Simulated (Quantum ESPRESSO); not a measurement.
Input of a Quantum ESPRESSO 7.5 run:

pw.in

```
&CONTROL
  calculation = 'scf'
  prefix = 'pwscf'
  outdir = './tmp'
  pseudo_dir = './pseudo'
  tprnfor = .true.
  tstress = .true.
  disk_io = 'nowf'
/
&SYSTEM
  ibrav = 0
  nat = 5
  ntyp = 3
  ecutwfc = 55
  ecutrho = 440
  nbnd = 16
  occupations = 'smearing'
  smearing = 'fd'
  degauss = 0.00367493
/
&ELECTRONS
  conv_thr = 1d-09
  electron_maxstep = 120
  mixing_beta = 0.5
/
ATOMIC_SPECIES
Si    28.0850 Si.pbe-n-rrkjus_psl.1.0.0.UPF
B     10.8100 b_pbe_v1.4.uspp.F.UPF
Te   127.6000 Te_pbe_v1.uspp.F.UPF
CELL_PARAMETERS angstrom
  -1.5476944300    2.3437613500    5.0925741900
   1.5476944300   -2.3437613500    5.0925741900
   1.5476944300    2.3437613500   -5.0925741900
ATOMIC_POSITIONS crystal
Si     0.3575800100    0.3575800100    0.0000000000
Si     0.6424199900    0.6424199900    0.0000000000
B      0.8626999900    0.3626999900    0.5000000000
B      0.1373000100    0.6373000100    0.5000000000
Te     0.0000000000    0.0000000000    0.0000000000
K_POINTS automatic
10 10 10 0 0 0
```

Potentials or basis: SSSP 1.3 efficiency PBE.

Run with:

```sh
$ OMP_NUM_THREADS=1 pw.x -in pw.in > pw.out
```

(1) Predict the pressure.

(2) What does it give for the largest force?

Answers

(1) 11.4 GPa.

(2) 4.862 eV/Å.

Caveat: forces of over 1 eV/Å show positions far from the minimum, so gaps and moduli don't describe the material at rest.
